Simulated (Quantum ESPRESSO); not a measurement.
A calculation with Quantum ESPRESSO 7.5 of BF (ASE script, structure typed inline):

File run.py:

```python
import numpy as np
from ase.calculators.espresso import Espresso, EspressoProfile
from ase import Atoms

atoms = Atoms(['B', 'B', 'F', 'F'],
              cell=[[2.25008863, -1.64429737, 0.0], [2.25008863, 1.64429737, 0.0], [-0.82584757, 0.0, 4.85538566]],
              scaled_positions=[[0.0032, 0.49680001, 0.0], [0.49680001, 0.0032, 0.5], [0.57139999, 0.40560001, 0.25369999], [0.40560001, 0.57139999, 0.75369999]],
              pbc=True)

input_data = {
    'control': {'calculation': 'scf', 'prefix': 'pwscf', 'outdir': './tmp', 'tprnfor': True, 'tstress': True, 'disk_io': 'nowf'},
    'system': {'ecutwfc': 55.0, 'ecutrho': 440.0, 'nbnd': 16, 'occupations': 'smearing', 'smearing': 'fd', 'degauss': 0.00367493},
    'electrons': {'conv_thr': 8e-10, 'electron_maxstep': 120, 'mixing_beta': 0.5},
}
pseudopotentials = {'F': 'f_pbe_v1.4.uspp.F.UPF', 'B': 'b_pbe_v1.4.uspp.F.UPF'}
profile = EspressoProfile(command='pw.x', pseudo_dir='pseudo')
dft = Espresso(profile=profile, input_data=input_data, pseudopotentials=pseudopotentials, kpts=(10, 10, 6), koffset=(0, 0, 0))
atoms.calc = dft

print(f'energy {atoms.get_potential_energy():.8f} eV')
print('forces (eV/A)')
print(np.round(atoms.get_forces(), 6))
print('stress (eV/A^3, Voigt)')
print(np.round(atoms.get_stress(), 8))
print(f'Fermi level {dft.get_fermi_level():.4f} eV')
```

Potentials or basis: SSSP 1.3 efficiency PBE.

Command:

```console
$ OMP_NUM_THREADS=1 python run.py
```

The cell was built by a generator and needn't be a form met in nature.

Problem. Write the same calculation in another form: native input, structure typed inline.

Solution. As run:

The input pw.in:

```
&CONTROL
  calculation = 'scf'
  prefix = 'pwscf'
  outdir = './tmp'
  pseudo_dir = './pseudo'
  tprnfor = .true.
  tstress = .true.
  disk_io = 'nowf'
/
&SYSTEM
  ibrav = 0
  nat = 4
  ntyp = 2
  ecutwfc = 55
  ecutrho = 440
  nbnd = 16
  occupations = 'smearing'
  smearing = 'fd'
  degauss = 0.00367493
/
&ELECTRONS
  conv_thr = 8d-10
  electron_maxstep = 120
  mixing_beta = 0.5
/
ATOMIC_SPECIES
B     10.8100 b_pbe_v1.4.uspp.F.UPF
F     18.9984 f_pbe_v1.4.uspp.F.UPF
CELL_PARAMETERS angstrom
   2.2500886300   -1.6442973700    0.0000000000
   2.2500886300    1.6442973700    0.0000000000
  -0.8258475700    0.0000000000    4.8553856600
ATOMIC_POSITIONS crystal
B      0.0032000000    0.4968000100    0.0000000000
B      0.4968000100    0.0032000000    0.5000000000
F      0.5713999900    0.4056000100    0.2536999900
F      0.4056000100    0.5713999900    0.7536999900
K_POINTS automatic
10 10 6 0 0 0
```

Potentials or basis: SSSP 1.3 efficiency PBE.

Command:

```sh
$ OMP_NUM_THREADS=1 pw.x -in pw.in > pw.out
```

Both were run:

|  | ASE script, structure typed inline | native input, structure typed inline |
| --- | --- | --- |
| Pressure | 21.7 GPa | 21.7 GPa |
| Largest force | 0.921 eV/Å | 0.921 eV/Å |
| Band gap on the k mesh | none (metal or under the smearing width) | none (metal or under the smearing width) |

Keys that steer only the numerical path or the files written may differ.

Caveat: so large a pressure means that the cell lies far from this level's equilibrium, or that cutoff or potentials fall short.
